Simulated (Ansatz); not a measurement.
**AlH₈NSi₂: up Jacob's ladder to CCSD(T)**

The task here is to estimate one member of a computed series from the others.

Computed with Ansatz 0.2.0, Gaussian basis. Level: functionals in def2-TZVPP, the program's frozen cores in correlated methods.

Plan: PBE-D4, r2SCAN-D4, PBE0-D4, B3LYP-D4, ωB97X-V, ωB97M-V, B2PLYP; CCSD(T)/def2-TZVPP; MP2/def2-QZVPP; extrapolation to the limit.

## The geometry

An earlier PBE0-D4 in a triple-zeta def2 set relaxation fixed the geometry.

12 atoms, charge 0, spin multiplicity 1.

Atoms are counted from 1 here; the program's logs count them from 0.

Bond lengths: N1–Si2 1.841 Å, N1–Al4 2.062 Å, N1–H5 1.015 Å, N1–H6 1.016 Å, Si2–Si3 2.334 Å, Si2–H7 1.488 Å, Si2–H8 1.491 Å, Si3–Al4 2.492 Å, Si3–H9 1.492 Å, Si3–H10 1.489 Å, Al4–H11 1.595 Å, Al4–H12 1.596 Å. Angles: Si2–N1–Al4 100.1°, Si2–N1–H5 114.3°, Si2–N1–H6 112.5°, Al4–N1–H5 114.6°, Al4–N1–H6 108.6°, H5–N1–H6 106.7°, N1–Si2–Si3 94.7°, N1–Si2–H7 102.9°, N1–Si2–H8 106.5°, Si3–Si2–H7 115.2°, Si3–Si2–H8 125.5°, H7–Si2–H8 108.1°, Si2–Si3–Al4 76.6°, Si2–Si3–H9 108.8°, Si2–Si3–H10 109.7°, Al4–Si3–H9 120.8°, Al4–Si3–H10 125.4°, H9–Si3–H10 108.4° and more.

The first run:

in.yaml reads:

```yaml
crystal:
  periodic: [false, false, false]
  atoms:
    - {symbol: N, position_ang: [-0.482203, 1.056727, 0.611127]}
    - {symbol: Si, position_ang: [-1.167013, -0.018489, -0.717208]}
    - {symbol: Si, position_ang: [0.814134, -1.211334, -1.036003]}
    - {symbol: Al, position_ang: [1.195625, -0.027861, 1.123378]}
    - {symbol: H, position_ang: [-1.122277, 1.232046, 1.378848]}
    - {symbol: H, position_ang: [-0.188216, 1.964596, 0.262996]}
    - {symbol: H, position_ang: [-2.249501, -0.761618, -0.017567]}
    - {symbol: H, position_ang: [-1.800556, 0.891467, -1.713885]}
    - {symbol: H, position_ang: [1.464603, -0.736327, -2.291559]}
    - {symbol: H, position_ang: [0.509429, -2.661332, -1.183134]}
    - {symbol: H, position_ang: [0.738869, -0.839144, 2.418943]}
    - {symbol: H, position_ang: [2.364207, 1.056069, 1.197967]}
basis:
  gaussian: {orbitals: def2-TZVPP}
hamiltonian: {xc: pbe, dispersion: d4}
output: {forces: true, orbitals: {seedname: orbitals}}
```

Launch:

```sh
ansatz run in.yaml --threads 4 --pin off --events-out ev --progress --plain --max-ram 10444MiB
```

Steps of the session up to this table: PBE-D4 (GGA); r2SCAN-D4 (meta-GGA); PBE0-D4 (hybrid); B3LYP-D4 (hybrid); ωB97X-V (range-separated); ωB97M-V (range-separated); B2PLYP (double hybrid); CCSD(T) in def2-TZVPP; MP2 in def2-QZVPP.

One table of the session follows, with a row left open; its other results are not shown here.

| method | atomisation energy (eV) |
| --- | --- |
| PBE-D4 | 36.651 |
| r2SCAN-D4 | 36.817 |
| PBE0-D4 | 36.461 |
| B3LYP-D4 | 36.841 |
| ωB97X-V | 37.237 |
| ωB97M-V | 36.925 |
| B2PLYP | 36.223 |
| HF/def2-TZVPP | 27.039 |
| MP2/def2-TZVPP | 35.621 |
| CCSD/def2-TZVPP | ? |
| CCSD(T)/def2-TZVPP | 35.896 |
| MP2/CBS | 36.663 |
| CCSD(T)/CBS | 36.939 |

**Question.** Estimate the row for CCSD/def2-TZVPP.

The run gave: atomisation energy (eV): 35.495. In the column «atomisation energy (eV)» it lies between HF/def2-TZVPP (27.039) and MP2/def2-TZVPP (35.621).
